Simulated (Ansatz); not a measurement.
LaS, space group Fm-3m: an all-electron equation of state, run with Ansatz 0.2.0 through its Python package.

Script `las_eos_lapw.py`:
```python
"""E(V) of LaS on LAPW."""

import logging
import sys
import warnings

import ansatz
from ase.eos import EquationOfState
from ase.units import GPa
import numpy as np

logging.basicConfig(stream=sys.stdout, format="%(levelname)s %(message)s")
log = logging.getLogger("run")
log.setLevel(logging.INFO)

vectors0 = np.array([
    [0.0, 2.927, 2.927],
    [2.927, 0.0, 2.927],
    [2.927, 2.927, 0.0],
])
sites = [
    ("La", (0.0, 0.0, 0.0)),
    ("S", (0.5, 0.5, 0.5)),
]


def on_lattice(cell):
    crystal = ansatz.Crystal(lattice=ansatz.Lattice.of(cell))
    for symbol, position in sites:
        crystal = crystal.atom(symbol, position)
    return crystal

warnings.simplefilter("ignore", ansatz.DeckWarning)

volumes, energies = [], []
for scale in np.linspace(0.94, 1.06, 5):
    cell = vectors0 * scale ** (1 / 3)
    base = on_lattice(cell).calculation()
    base = base.functional("pbesol").occupations("cold", width=0.1)
    base = base.kpoints(9, 9, 9)
    base = base.pseudopotentials("all_electron", lapw=True)
    rep = base.run(threads=1, pin="off").report
    volumes.append(abs(np.linalg.det(cell)) / len(sites))
    energies.append(rep["free_energy_ev"] / len(sites))
    log.info(f"{scale:.3f} {volumes[-1]:9.4f} A^3/atom {energies[-1]:16.5f} eV/atom  (estimated basis error {1000 * rep['lapw_basis_errors']['total_ev_per_atom']:.2f} meV/atom)")
v0, e0, bulk = EquationOfState(volumes, energies, eos="birchmurnaghan").fit()
log.info(f"V0 = {v0:.4f} A^3/atom, B0 = {bulk / GPa:.1f} GPa")
```

From its runs, with one value withheld:

| V (Å³/atom) | F less the lowest row shown (meV/atom) |
| --- | --- |
| 23.572 | 9.40 |
| 24.324 | 0.00 |
| 25.077 | 3.98 |
| 25.829 | 19.26 |
| 26.581 | ? |

What is the missing energy at 26.581 Å³ an atom?

A third-order Birch-Murnaghan fit, E = E0 + (9 V0 B0 / 16) [(t - 1)³ B' + (t - 1)² (6 - 4t)] with t = (V0/V)^(2/3), through the 4 rows shown gives V0 = 24.457 Å³, B0 = 89.7 GPa, B' = 4.52 and E0 = -0.21 meV. At V = 26.581 Å³, t = 0.94600, and the fit extrapolates to 44.07 meV. The run gave 44.06 meV, a miss of 0.01 meV.

Caveats:
- For a metal this k-point mesh is coarse: on a finer one energies can move by several to tens of meV an atom and pressures by half a GPa or more, differences at one mesh by less.
- The structure is a deposited one; some such entries were measured under pressure or heat, so a shift against it needn't be the functional's error alone.
- Timing: 33 s on 1 thread of Arm Neoverse V2 (shared host), peak memory 0.39 GiB.
